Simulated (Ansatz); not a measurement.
# LaAl2N3: the cost of one run

Method: DFT PBE, scalar-relativistic, plane waves, PAW, in Ansatz 0.2.0.

**1. The starting structure**

It takes space group P4mm (No. 99, tetragonal). The conventional cell has a = 4.302 Å, b = 4.302 Å, c = 5.956 Å, α = 90.00°, β = 90.00°, γ = 90.00°. La (site symmetry 4mm) is surrounded by 4 N at 2.15 Å. Al (site symmetry 2mm) has 1 N at 2.24 Å as nearest neighbours. Around N (site symmetry 2mm) lie 2 La at 2.15 Å and 2 N at 2.16 Å and 1 Al at 2.24 Å. N (site symmetry 4mm) has 4 N at 2.16 Å as nearest neighbours.

Coordinates:

```xyz
6
Lattice="4.3023 0.0000 0.0000 0.0000 4.3023 0.0000 0.0000 0.0000 5.9562" Properties=species:S:1:pos:R:3 pbc="T T T"
La    2.1512    2.1512    3.8216
Al    2.1512    0.0000    0.0930
Al    0.0000    2.1512    0.0930
N     2.1512    0.0000    3.8062
N     0.0000    2.1512    3.8062
N     0.0000    0.0000    3.9952
```

The cell is invented: random cell by space group and Wyckoff sites (P4mm, No. 99). The dimensions are guesses.

**2. Probe: one point on a coarse mesh**

Contents of input.yaml:

```yaml
crystal:
  lattice:
    - [4.30230613, 0.0, 0.0]
    - [0.0, 4.30230613, 0.0]
    - [0.0, 0.0, 5.95616241]
  atoms:
    - { symbol: La, position: [0.5, 0.5, 0.64161959] }
    - { symbol: Al, position: [0.5, 0.0, 0.01561502] }
    - { symbol: Al, position: [0.0, 0.5, 0.01561502] }
    - { symbol: "N", position: [0.5, 0.0, 0.63903522] }
    - { symbol: "N", position: [0.0, 0.5, 0.63903522] }
    - { symbol: "N", position: [0.0, 0.0, 0.67077146] }
basis:
  ecutwfc: 420
kpoints:
  mp_grid: { grid: [4, 4, 4] }
hamiltonian:
  xc: pbe
scf:
  occupations: { method: gaussian, width: 0.1 }
  lower_state_search: "off"
output:
  forces: true
  stress: true
  eigenvalues: true
```

Command:

```bash
> ansatz run input.yaml --threads 1 --pin off --max-ram 2560MiB --backend cpu --events-out ev --progress --plain --runs-dir out
```

**Question.** How long does this run take on 1 thread of Intel Xeon Platinum 8488C (Sapphire Rapids), shared host, and how much memory does it need?

About 3.2 s, with a peak of 0.4 GiB.
